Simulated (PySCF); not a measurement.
# How the numerical set-up moves the result for BiH (triplet)

Which parts of the numerical set-up matter for BiH (triplet)? Each run edits the base script.

Program: PySCF 2.14.0. Level of theory: method and basis as typed in the scripts. These are calculated values, not measurements.

4 further runs of the same task are left out: 2 for a known fault of the program, 2 that didn't finish.

## (1) Where the work starts

BiH (triplet): 2 atoms, charge 0, spin multiplicity 3.

Bond lengths: Bi1–H2 1.602 Å.

## (2) The base run

File input.py:

```python
from pyscf import gto, scf, mp

mol = gto.M(
    atom='Bi 0 0 0; H 0 0 1.602',
    basis='x2c-svpall',
    charge=0,
    spin=2,
    verbose=3,
)
mf = scf.UHF(mol)
mf = mf.sfx2c1e()
mf.kernel()
mp.MP2(mf, frozen=34).kernel()
mf.dip_moment()
print('orbital energies (hartree):', [e[max(0, n-3):n+3].round(4) for e, n in zip(mf.mo_energy, mol.nelec)])
```

The run is started by

```
OMP_NUM_THREADS=1 python input.py
```

Its log is not repeated here.

Base result: E(SCF) = -21533.185981 Eh, E(MP2) − E(SCF) = -0.31802 Eh, ⟨S²⟩ = 2.014, μ = 0.09 D (of the SCF density).

The bond length is a typed value, not an optimised one. The triplet is typed in the script; nothing here shows that it is the ground state.

## (3) Jorge-dzp-dkh

Variant 1 changes basis set: x2c-svpall → jorge-dzp-dkh.

File input.py:

```python
from pyscf import gto, scf, mp

mol = gto.M(
    atom='Bi 0 0 0; H 0 0 1.602',
    basis='jorge-dzp-dkh',
    charge=0,
    spin=2,
    verbose=3,
)
mf = scf.UHF(mol)
mf = mf.sfx2c1e()
mf.kernel()
mp.MP2(mf, frozen=34).kernel()
mf.dip_moment()
print('orbital energies (hartree):', [e[max(0, n-3):n+3].round(4) for e, n in zip(mf.mo_energy, mol.nelec)])
```

The run is started by

```
OMP_NUM_THREADS=1 python input.py
```

## (4) Density fitting weigend

Variant 2 changes density fitting: none → weigend.

Changes to input.py since step 2:

```diff
@@ -11,2 +11,3 @@
 mf = mf.sfx2c1e()
+mf = mf.density_fit(auxbasis='weigend')
 mf.kernel()
```

Q: Predict the outcome of this session. Wanted: for each run, E(SCF); from base; gap, α spin; SCF dipole; after the SCF.

As calculated:

```
                                  run  E(SCF) (hartree)  from base (eV)  gap, α spin (eV)  SCF dipole (D)  functions                           after the SCF
                                 base     -21533.185981               0             12.75            0.09         67  MP2 correlation -8.654 eV, core frozen
                        jorge-dzp-dkh     -21346.663511      +5075.5350             13.10            1.24         68  MP2 correlation -8.844 eV, core frozen
density fitting weigend (poor choice)     -22270.811857  not comparable             13.37            0.10         67  MP2 correlation -8.997 eV, core frozen
```

What this shows: jorge-dzp-dkh (68 functions) gives an energy 5075.53 eV higher than x2c-svpall (67); size alone doesn't order basis sets of different families. Rows marked «poor choice» come from settings spoiled on purpose.
